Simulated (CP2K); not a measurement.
MoSe:

```
Mo Se
1.0
     4.09115    0.00000    0.00000
     2.04557    3.54304    0.00000
     2.04557    1.18101    3.34041
Mo Se
1 1
Direct
  0.00000 0.00000 0.00000
  0.50000 0.50000 0.50000
```

The cell was built by a generator and needn't be a form met in nature.

- Program: CP2K 2026.2
- Task: relaxation of cell and atoms
- Functional: PBE
- Dispersion: D2
- Potentials or basis: POTENTIAL_UZH Mo GTH-PBE-q14, Se GTH-PBE-q6; DZVP-MOLOPT-PBE-GTH basis
- Density cutoff: 6123 eV
- k mesh: 6 × 6 × 6
- Occupations: fermi-dirac, width 0.05 eV
- Spin: no spin polarisation

At the start: pressure -22.0 GPa; volume 24.21 Å³/atom.

**Question.** Where does the relaxation end?

**Answer.** Over 8 steps the energy falls by 680.1 meV/atom and the volume is 17.36 Å³/atom (-28.3 %); space group C2/m (No. 12, to 0.05 Å).

Step by step:
```
step  energy change (eV)  largest force (eV/Å)  volume (Å³)
   1              0.0000                0.0000        48.42
   2             -0.1034                0.0000        47.66
   3             -1.1363                0.0000        39.07
   4             -1.2051                0.0000        31.56
   5             -1.3492                0.0000        35.49
   6             -1.3595                0.0000        34.85
   7             -1.3602                0.0000        34.72
   8             -1.3602                0.0000        34.72
```

Final structure:
```xyz
2
Lattice="3.7556 0.0000 0.0000 2.0448 3.1556 0.0000 2.0448 1.1802 2.9295" Properties=species:S:1:pos:R:3 pbc="T T T"
Mo    0.0000    0.0000    0.0000
Se    3.9227    2.1679    1.4648
```

Caveat: the volume moved by over 15 % at a fixed basis, so the end points are rough; the basis of atomic orbitals isn't converged, which shifts pressures, moduli and gaps; the real-space grid breaks the cell's symmetry a little; pairwise dispersion overbinds metals, which lowers pressure and volume.
